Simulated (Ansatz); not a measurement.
I need a scan of frozen spin spirals of MnZn, space group P-6m2. Use Ansatz 0.2.0, Python API. Use (first run): PBEsol, PAW, cutoff 558 eV, 8×8×4 k-points, cold smearing of 0.05 eV, non-collinear spin.

```cif
data_structure
_symmetry_space_group_name_H-M 'P 1'
_symmetry_Int_Tables_number 1
_cell_length_a 2.6415
_cell_length_b 2.6415
_cell_length_c 4.4009
_cell_angle_alpha 90.000
_cell_angle_beta 90.000
_cell_angle_gamma 120.000
_cell_volume 26.59
loop_
_atom_site_label
_atom_site_type_symbol
_atom_site_fract_x
_atom_site_fract_y
_atom_site_fract_z
_atom_site_occupancy
Mn1 Mn 0.66667 0.33333 0.50000 1
Zn1 Zn 0.33333 0.66667 0.00000 1
```

`mnzn_spiral.py`
```python
# -*- coding: utf-8 -*-
import warnings

import ansatz as az
import numpy as np
import pandas as pd


def main():
    warnings.simplefilter("ignore", az.DeckWarning)

    cell = (
        az.Lattice.of([2.64149185, 0.0, 0.0], [-1.32074592, 2.28759904, 0.0], [0.0, 0.0, 4.400949])
        .atom("Mn", [2 / 3, 1 / 3, 0.5], moment=4, axis=(1, 0, 0))
        .atom("Zn", [1 / 3, 2 / 3, 0.0])
    )
    calc = (
        cell.calculation()
        .functional(az.Functional.PBESOL)
        .basis(41 * az.Ry)
        .kpoints(8, 8, 4)
        .occupations(az.OccupationsMethod.COLD, width=0.05)
        .spin("noncollinear")
    )
    rows = []
    for q in [0, 0.125, 0.25, 0.375, 0.5]:
        summary = calc.spin_spiral(tuple(q * np.eye(3)[1])).run().report
        rows.append((q, summary["free_energy_ev"], float(np.linalg.norm(summary["site_moments_nc_mub"], axis=1).max()), summary["n_kpoints"]))
    rows = [(q, 1000 * (e - rows[0][1]), m, nk) for q, e, m, nk in rows]
    print(pd.DataFrame(rows, columns=["q", "F - F(q=0) meV", "largest moment muB", "k-points"]).round(4).to_string(index=False))


if __name__ == "__main__":
    main()
```

Output of `python mnzn_spiral.py`:
```text
    q  F - F(q=0) meV  largest moment muB  k-points
0.000          0.0000              2.1970        30
0.125        -35.1763              2.4790        63
0.250       -132.6495              2.6790        63
0.375       -157.8559              2.7421        63
0.500       -155.6129              2.6656        63
```

What to keep in mind:
- Absolute energies stand on the zero of these potentials, so only differences at equal settings mean something. A total without «per atom» is that of the cell as typed.
- The magnetic order follows from the starting moments and needn't be the lowest.
- The mesh is modest for a metal, so energies can be off by several to tens of meV an atom and pressures by half a GPa or more; differences at equal mesh fare better.
- This cell is a computed structure, which may not be the phase found in nature.
- Spirals without spin-orbit coupling; moments are free to shrink along the scan.
- It ran for 3.9 min on 1 thread of Arm Neoverse V2 (shared host), peak memory 0.58 GiB.

(A comment or docstring line of the script was reworded after the run, the code is as it ran; lines on the test bed's own set-up are left out of the output.)
